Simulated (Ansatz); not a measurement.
# Cl2FGeH3O: the cost of one run

Method: RKS B3LYP-D4/def2-SVP, in Ansatz 0.2.0.

## (1) The system as given

Bond lengths: Ge1–O3 1.770 Å, O3–H4 1.010 Å, Ge1–Cl5 2.218 Å, Ge1–Cl6 2.218 Å, Ge1–F7 1.980 Å. Angles: Ge1–O3–H4 109.5°, O3–Ge1–Cl5 109.5°, O3–Ge1–Cl6 109.5°, O3–Ge1–F7 178.9°, Cl5–Ge1–Cl6 109.5°, Cl5–Ge1–F7 70.0°, Cl6–Ge1–F7 70.0°.

Structure file:

```xyz
8

Ge    0.0000    0.0000    0.0000
H     0.0000    0.0000    1.9000
O     1.6691    0.0000   -0.5894
H     1.9855   -0.9521   -0.7061
Cl   -1.0456    1.8115   -0.7393
Cl   -1.0456   -1.8115   -0.7393
F    -1.8790    0.0000    0.6243
H    -1.0089    0.0000    1.7574
```

## (2) Pulling towards end A

Springs on the bonds that form and break draw the guess towards this end; the thresholds are loose.

The input, input.yaml:

```yaml
crystal:
  periodic: [false, false, false]
  atoms:
    - { symbol: Ge, position_ang: [0.0, 0.0, 0.0] }
    - { symbol: H, position_ang: [0.0, 0.0, 1.9] }
    - { symbol: O, position_ang: [1.6691, 0.0, -0.5894] }
    - { symbol: H, position_ang: [1.9855, -0.9521, -0.7061] }
    - { symbol: Cl, position_ang: [-1.0456, 1.8115, -0.7393] }
    - { symbol: Cl, position_ang: [-1.0456, -1.8115, -0.7393] }
    - { symbol: F, position_ang: [-1.879, 0.0, 0.6243] }
    - { symbol: H, position_ang: [-1.0089, 0.0, 1.7574] }
basis:
  gaussian: { orbitals: def2-SVP }
hamiltonian:
  xc: b3lyp
  dispersion: d4
relax:
  f_tol: 0.15
  max_steps: 25
  restrain:
    - { distance: [0, 6], at: 2.88, k: 30.0 }
    - { distance: [7, 1], at: 1.86, k: 30.0 }
    - { distance: [0, 1], at: 1.55, k: 30.0 }
    - { distance: [7, 6], at: 0.92, k: 30.0 }
```

Launch:

```bash
$ ansatz run input.yaml --threads 4 --pin off --max-ram 5120MiB --backend cpu --events-out ev --progress --plain --runs-dir out
```

What time and memory should one allow on 4 threads of Arm Neoverse V1, shared host?

About 35 s, with a peak of 0.29 GiB.
